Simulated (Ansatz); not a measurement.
# CH4O2Sn: the cost of one run

Program: the Python package of Ansatz 0.2.0. Level of theory: Hartree-Fock/def2-SVPD. These are calculated values, not measurements.

**1. The structure**

Bond lengths: O1–C2 1.286 Å, C2–O3 1.423 Å, O3–Sn4 1.906 Å, C2–H5 1.085 Å, Sn4–H6 1.790 Å, Sn4–H7 1.757 Å, Sn4–H8 1.773 Å. Angles: O1–C2–O3 122.7°, O1–C2–H5 117.8°, O3–C2–H5 119.5°, C2–O3–Sn4 122.1°, O3–Sn4–H6 111.0°, O3–Sn4–H7 111.8°, O3–Sn4–H8 109.6°, H6–Sn4–H7 108.2°, H6–Sn4–H8 107.1°, H7–Sn4–H8 109.0°.

No structure file is read: the coordinates are typed or built in the script.

**2. The script**

Input file bde_ch4o2sn.py:

```python
# -*- coding: utf-8 -*-
"""Cost of removing each kind of hydrogen from CH4O2Sn, fragments frozen."""

import ansatz

SETTINGS = {
    "basis_set": "def2-SVPD",
    "functional": "hf",
}


def energy(molecule, charge=0, unpaired=0):
    calc = (
        molecule.calculation()
        .basis(gaussian=SETTINGS["basis_set"])
        .functional(SETTINGS["functional"])
    )
    if charge:
        calc = calc.charge(charge)
    if unpaired:
        calc = calc.spin("collinear", total=unpaired)
    return calc.run(threads=1, backend="cpu").report["free_energy_ev"]

GEOMETRY = """
O     1.35000   -0.69460    1.41130
C     1.61170    0.22470    0.55130
O     0.66770    0.65980   -0.42030
Sn   -1.09300   -0.06390   -0.51710
H     2.61120    0.64610    0.55040
H    -2.00120    0.25730    0.99160
H    -1.07020   -1.79990   -0.78420
H    -1.98390    0.71340   -1.83880
"""

def without(molecule, index):
    rest = ansatz.Crystal.molecule()
    for i, site in enumerate(molecule.cartesian_sites):
        if i != index:
            rest = rest.atom(site.symbol, site.position_ang)
    return rest

mol = ansatz.Crystal.molecule()
for line in GEOMETRY.strip().splitlines():
    symbol, *xyz = line.split()
    mol = mol.atom(symbol, [float(v) for v in xyz])

whole = energy(mol, 0)
hydrogen = energy(ansatz.Crystal.molecule().atom("H", (0, 0, 0)), 0, 1)
print(f"E(molecule) = {whole:.5f} eV, E(H) = {hydrogen:.5f} eV")
for index in [4, 7]:
    radical = energy(without(mol, index), 0, 1)
    print(f"H{index}: homolysis {(radical + hydrogen - whole):.3f} eV")
    anion = energy(without(mol, index), -1)
    print(f"H{index}: loss of a proton {(anion - whole):.3f} eV")
```

**3. The input behind the calls**

The engine receives this input (first run):

```yaml
crystal:
  periodic: [false, false, false]
  atoms:
    - { symbol: O, position_ang: [1.35, -0.6946, 1.4113] }
    - { symbol: C, position_ang: [1.6117, 0.2247, 0.5513] }
    - { symbol: O, position_ang: [0.6677, 0.6598, -0.4203] }
    - { symbol: Sn, position_ang: [-1.093, -0.0639, -0.5171] }
    - { symbol: H, position_ang: [2.6112, 0.6461, 0.5504] }
    - { symbol: H, position_ang: [-2.0012, 0.2573, 0.9916] }
    - { symbol: H, position_ang: [-1.0702, -1.7999, -0.7842] }
    - { symbol: H, position_ang: [-1.9839, 0.7134, -1.8388] }
basis:
  gaussian:
    orbitals: def2-SVPD
hamiltonian:
  xc: hf
```

**4. Launch**

Command:

```sh
python bde_ch4o2sn.py
```

Q: Estimate wall time and peak memory on 1 thread of Arm Neoverse V2, shared host.

About 18 s, with a peak of 0.5 GiB.
